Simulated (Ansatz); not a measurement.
**CH3FIIn: small, medium and large basis sets**

An exercise on one series of results from a longer session: the logs are not shown, and one member is left open.

Method: one geometry, several basis sets; program: Ansatz 0.2.0, Gaussian basis.

The runs, in order: PBE0-D4/def2-SVP; ωB97M-V/def2-SVP; PBE0-D4/def2-QZVPP; ωB97M-V/def2-QZVPP; the functionals' def2-TZVPP values are taken from earlier runs.

## Structure used throughout

An earlier PBE0-D4 in a triple-zeta def2 set relaxation fixed the geometry. In, I take the def2 core potential; no spin-orbit term is included.

SMILES `[F][InH][CH2]I`, 7 atoms, charge 0, spin multiplicity 1.

Atoms are counted from 1 here; the program's logs count them from 0.

Bond lengths: F1–In2 1.962 Å, In2–C3 2.136 Å, In2–H5 1.696 Å, C3–I4 2.157 Å, C3–H6 1.086 Å, C3–H7 1.086 Å. Angles: F1–In2–C3 107.7°, F1–In2–H5 113.9°, C3–In2–H5 138.3°, In2–C3–I4 101.1°, In2–C3–H6 113.4°, In2–C3–H7 117.1°, I4–C3–H6 106.4°, I4–C3–H7 106.2°, H6–C3–H7 111.3°.

The first run:

The input, in.yaml:

```yaml
crystal:
  periodic: [false, false, false]
  atoms:
    - {symbol: F, position_ang: [-1.255653, -2.159029, 0.134869]}
    - {symbol: In, position_ang: [-1.136635, -0.200837, 0.167482]}
    - {symbol: C, position_ang: [0.933294, 0.323163, 0.226950]}
    - {symbol: I, position_ang: [1.317457, 0.736117, -1.854538]}
    - {symbol: H, position_ang: [-2.637571, 0.581154, 0.057199]}
    - {symbol: H, position_ang: [1.579767, -0.506282, 0.499161]}
    - {symbol: H, position_ang: [1.199340, 1.225704, 0.768876]}
basis:
  gaussian: {orbitals: def2-SVP}
hamiltonian: {xc: pbe0, dispersion: d4}
output: {orbitals: {seedname: orbitals}}
```

The run is started by

```bash
$ ansatz run in.yaml --threads 2 --pin off --events-out ev --progress --plain --max-ram 4352MiB
```

Among the steps run: PBE0-D4 in def2-SVP; ωB97M-V in def2-SVP; PBE0-D4 in def2-QZVPP; ωB97M-V in def2-QZVPP.

One table of the session follows, with a row left open; its other results are not shown here.

It belongs to the step «Density functionals: the series». 

```
functional       basis  HOMO (eV)  LUMO (eV)
   PBE0-D4    def2-SVP          ?          ?
   PBE0-D4  def2-TZVPP      -7.40      -1.80
   PBE0-D4  def2-QZVPP      -7.41      -1.83
   ωB97M-V    def2-SVP      -9.41       0.06
   ωB97M-V  def2-TZVPP      -9.49      -0.19
   ωB97M-V  def2-QZVPP      -9.50      -0.29
```

**Question.** Estimate the row for PBE0-D4, def2-SVP.

The run gave: HOMO (eV): -7.34; LUMO (eV): -1.66. In the column «HOMO (eV)» it is the highest.
